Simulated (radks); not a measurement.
# Br¹¹⁺ in [Ar] 3d6: an all-electron calculation

An exercise on one series of results from a longer session: the logs are not shown, and one member is left open.

The numbers are computed with radks (a radial shooting solver on a logarithmic mesh, Libxc functionals) version 1 (scalar-relativistic Kohn-Sham, TASK exchange with Perdew-Wang LDA correlation, spin-polarised, spherical densities, finite nucleus; open shells are filled with parallel spins first), except any that are marked as measured or tabulated.

### Starting point

| Property | Result |
| --- | --- |
| element | bromine (Z = 35) |
| charge | +11 |
| electrons | 24 |
| configuration | [Ar] 3d6 |
| nuclear rms radius | 4.1629 fm |

Outer shells as boxes (Hund's rule):

Br¹¹⁺
```
[Ar] core
3d [↑↓][↑ ][↑ ][↑ ][↑ ]
```

The first run:

Settings of this run:

```text
Z 35
configuration [Ar] 3d6
relativity scalar-relativistic
functional task,pw
spin polarised
nucleus finite rms 4.1629 fm
c 137.035999084
```

Started as:

```bash
> python run_ks.py task.json out
```

The same process makes all the runs of this session.

One of the session's tables, all rows but one given; the rest of the session is left out.

It belongs to the step «Orbitals and density». From the orbitals of this run (lengths in bohr):

```
  level      <r>  outermost maximum (interpolated)  90 % within  nodes
1s down  0.04281                            0.0279       0.0766      0
  1s up  0.04281                            0.0279       0.0766      0
  2s up   0.1897                             0.159        0.293      1
2s down   0.1891                             0.159        0.292      1
  2p up   0.1656                             0.128        0.270      0
2p down   0.1650                             0.127        0.269      0
  3s up   0.5257                             0.473        0.775      2
3s down   0.5289                             0.475        0.779      2
  3p up   0.5266                             0.466        0.792      1
3p down   0.5308                             0.468        0.798      1
  3d up   0.5049                             0.403        0.797      0
3d down        ?                                 ?            ?      ?
```

Q: Estimate the row for 3d down from the others.

**Answer.** <r>: 0.5125; outermost maximum (interpolated): 0.408; 90 % within: 0.811; nodes: 0. In the column «<r>» it lies between 3d up (0.5049) and 3s up (0.5257).

Limits of these values: Open shells are spherical and high-spin; term and fine-structure splittings are not resolved.
